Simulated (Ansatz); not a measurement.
# C5H11Cl2Ga: one species, many methods

One table from this session's results is given with a row withheld; the runs are named, their logs left out.

The runs use Ansatz 0.2.0, Gaussian basis; functionals in def2-TZVPP, the program's frozen cores in correlated methods.

Levels to be run: LDA (SPW92), PBE-D4, revPBE-D4, BLYP-D4, r2SCAN-D4, B97M-V, PBE0-D4, B3LYP-D4, r2SCANh-D4, r2SCAN0-D4, HSE06-D4, BHLYP-D4, CAM-B3LYP-D4, LC-ωPBE, ωB97X-V, ωB97M-V, B2PLYP, PBE-QIDH; CCSD(T)/def2-SVP; CCSD(T)/def2-TZVPP; MP2/def2-QZVPP; extrapolation to the limit; RPA on PBE.

## The geometry

An earlier PBE0-D4 in a triple-zeta def2 set relaxation fixed the geometry.

SMILES `CC(C)(C)[CH2][Ga]([Cl])[Cl]`, 19 atoms, charge 0, spin multiplicity 1.

Atoms are counted from 1 here; the program's logs count them from 0.

Bond lengths: C1–C2 1.526 Å, C1–H9 1.093 Å, C1–H10 1.093 Å, C1–H11 1.093 Å, C2–C3 1.527 Å, C2–C4 1.529 Å, C2–C5 1.535 Å, C3–H12 1.094 Å, C3–H13 1.098 Å, C3–H14 1.093 Å, C4–H15 1.093 Å, C4–H16 1.093 Å, C4–H17 1.094 Å, C5–Ga6 1.959 Å, C5–H18 1.095 Å, C5–H19 1.094 Å, Ga6–Cl7 2.145 Å, Ga6–Cl8 2.145 Å. Angles: C2–C1–H9 110.5°, C2–C1–H10 110.9°, C2–C1–H11 111.8°, H9–C1–H10 107.8°, H9–C1–H11 107.8°, H10–C1–H11 107.8°, C1–C2–C3 109.7°, C1–C2–C4 109.2°, C1–C2–C5 110.4°, C3–C2–C4 109.2°, C3–C2–C5 109.8°, C4–C2–C5 108.5°, C2–C3–H12 111.4°, C2–C3–H13 111.3°, C2–C3–H14 111.2°, H12–C3–H13 108.2°, H12–C3–H14 107.9°, H13–C3–H14 106.6° and more.

Coordinates:

```mol
C5H11Cl2Ga
  3D, bonds by distance, orders not assigned

 19 18  0  0  0  0  0  0  0  0999 V2000
    0.1104   -1.6144    0.0482 C   0  0
   -0.1638   -0.1563    0.4032 C   0  0
    1.1386    0.5267    0.8129 C   0  0
   -1.1506   -0.0989    1.5691 C   0  0
   -0.7824    0.5790   -0.7933 C   0  0
    0.4606    0.9289   -2.2670 Ga  0  0
    1.6322   -0.5300   -3.3149 Cl  0  0
    0.7681    2.9133   -3.0198 Cl  0  0
    0.5383   -2.1435    0.9036 H   0  0
   -0.8130   -2.1272   -0.2344 H   0  0
    0.8119   -1.7042   -0.7851 H   0  0
    0.9841    1.5896    1.0184 H   0  0
    1.9007    0.4372    0.0272 H   0  0
    1.5600    0.0686    1.7113 H   0  0
   -1.3495    0.9342    1.8668 H   0  0
   -2.1031   -0.5610    1.2973 H   0  0
   -0.7552   -0.6307    2.4390 H   0  0
   -1.6382    0.0232   -1.1898 H   0  0
   -1.1493    1.5653   -0.4928 H   0  0
  1  2  8  0
  2  3  8  0
  2  4  8  0
  2  5  8  0
  5  6  8  0
  6  7  8  0
  6  8  8  0
  1  9  8  0
  1 10  8  0
  1 11  8  0
  3 12  8  0
  3 13  8  0
  3 14  8  0
  4 15  8  0
  4 16  8  0
  4 17  8  0
  5 18  8  0
  5 19  8  0
M  END
```

The first run:

in.yaml reads:

```yaml
crystal:
  periodic: [false, false, false]
  atoms:
    - {symbol: C, position_ang: [0.110432, -1.614372, 0.048157]}
    - {symbol: C, position_ang: [-0.163772, -0.156298, 0.403223]}
    - {symbol: C, position_ang: [1.138611, 0.526658, 0.812887]}
    - {symbol: C, position_ang: [-1.150554, -0.098851, 1.569133]}
    - {symbol: C, position_ang: [-0.782375, 0.579045, -0.793295]}
    - {symbol: Ga, position_ang: [0.460582, 0.928929, -2.267019]}
    - {symbol: Cl, position_ang: [1.632204, -0.529954, -3.314866]}
    - {symbol: Cl, position_ang: [0.768139, 2.913303, -3.019768]}
    - {symbol: H, position_ang: [0.538275, -2.143541, 0.903623]}
    - {symbol: H, position_ang: [-0.813016, -2.127173, -0.234435]}
    - {symbol: H, position_ang: [0.811901, -1.704219, -0.785056]}
    - {symbol: H, position_ang: [0.984144, 1.589643, 1.018356]}
    - {symbol: H, position_ang: [1.900684, 0.437194, 0.027234]}
    - {symbol: H, position_ang: [1.559977, 0.068613, 1.711299]}
    - {symbol: H, position_ang: [-1.349452, 0.934188, 1.866825]}
    - {symbol: H, position_ang: [-2.103140, -0.560969, 1.297326]}
    - {symbol: H, position_ang: [-0.755209, -0.630704, 2.439017]}
    - {symbol: H, position_ang: [-1.638168, 0.023172, -1.189808]}
    - {symbol: H, position_ang: [-1.149254, 1.565338, -0.492813]}
basis:
  gaussian: {orbitals: def2-TZVPP}
hamiltonian: {xc: lda}
output: {orbitals: {seedname: orbitals}}
```

Run with:

```bash
$ ansatz run in.yaml --threads 4 --pin off --events-out ev --progress --plain --max-ram 46080MiB --backend cuda --devices 0, --max-vram 37GiB
```

Among the steps run: LDA; PBE-D4 (GGA); revPBE-D4 (GGA); BLYP-D4 (GGA); r2SCAN-D4 (meta-GGA); B97M-V (meta-GGA); B3LYP-D4 (hybrid); r2SCANh-D4 (hybrid); r2SCAN0-D4 (hybrid); HSE06-D4 (hybrid); BHLYP-D4 (hybrid); CAM-B3LYP-D4 (range-separated); LC-ωPBE (range-separated); ωB97X-V (range-separated); ωB97M-V (range-separated); B2PLYP (double hybrid); PBE-QIDH (double hybrid).

One table of the session follows, with a row left open; its other results are not shown here.

It belongs to the step «Frontier levels by functional». 

```
  functional  HOMO (eV)  gap (eV)
 LDA (SPW92)      -7.21      4.97
      PBE-D4      -7.04      5.13
   revPBE-D4      -6.97      5.22
     BLYP-D4          ?         ?
   r2SCAN-D4      -7.32      5.63
      B97M-V      -7.41      5.58
     PBE0-D4      -8.27      7.17
    B3LYP-D4      -8.05      6.70
  r2SCANh-D4      -7.77      6.37
  r2SCAN0-D4      -8.45      7.48
    HSE06-D4      -7.87      6.40
    BHLYP-D4      -9.39      9.11
CAM-B3LYP-D4      -9.58      9.42
     LC-ωPBE     -10.91     11.90
     ωB97X-V     -10.56     11.41
     ωB97M-V     -10.42     11.07
```

Estimate the missing values for BLYP-D4.

Worked estimate for «HOMO (eV)». Against the share of exact exchange, B3LYP-D4 (0.2, -8.05), BHLYP-D4 (0.5, -9.39) give a slope of -4.47 per unit share; at 0 the line stands at -7.16.

As computed: HOMO (eV): -6.89; gap (eV): 5.09. In «HOMO (eV)» the line misses by -0.27.
